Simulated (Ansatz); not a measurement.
# Cu3O2 in Ansatz: the effect of target pressure

Crystal: Cu3O2.

```
Cu O
1.0
    -2.02298    2.02298    3.67362
     2.02298   -2.02298    3.67362
     2.02298    2.02298   -3.67362
Cu O
3 2
Direct
  0.00000 0.00000 0.00000
  0.75000 0.25000 0.50000
  0.25000 0.75000 0.50000
  0.50000 0.00000 0.50000
  0.00000 0.50000 0.50000
```

The cell comes from a database or a generator and needn't be the stable form of this composition.

Alike in all runs:

```yaml
Program: Ansatz 0.2.0
Task: relaxation of cell and atoms
Functional: PBEsol
Potentials_or_basis: Ansatz PAW
Cutoff: "420 eV (not typed: the program's choice for these potentials)"
k_mesh: 9 × 9 × 9
Occupations: fermi-dirac, width 0.05 eV
Spin: no spin polarisation
```

Each run relaxes the cell or the atoms first.

Problem. One run gave: relaxed volume 10.66 Å³/atom. Which target pressure did it use?
A. 20 GPa
B. 2 GPa
C. 10 GPa
D. 30 GPa
E. 5 GPa

Solution. C.

```tsv
target pressure	relaxed volume (Å³/atom)
0 GPa	11.44
2 GPa	11.26
5 GPa	11.01
10 GPa	10.66
20 GPa	10.12
30 GPa	9.71
```

Caveats: the plane-wave basis is chosen anew once the cell has moved, so the energies of steps on either side of that aren't comparable; an odd number of electrons without spin polarisation forces a metal; a magnetic or distorted state may lie lower; the run has no spin polarisation, though such a crystal can be magnetic; the PAW data sets come from PBE, with cores solved anew for the run's functional, which leaves a small shift of forces and pressure; the volume moved by over 15 % at a fixed basis, so the end points are rough (some runs).
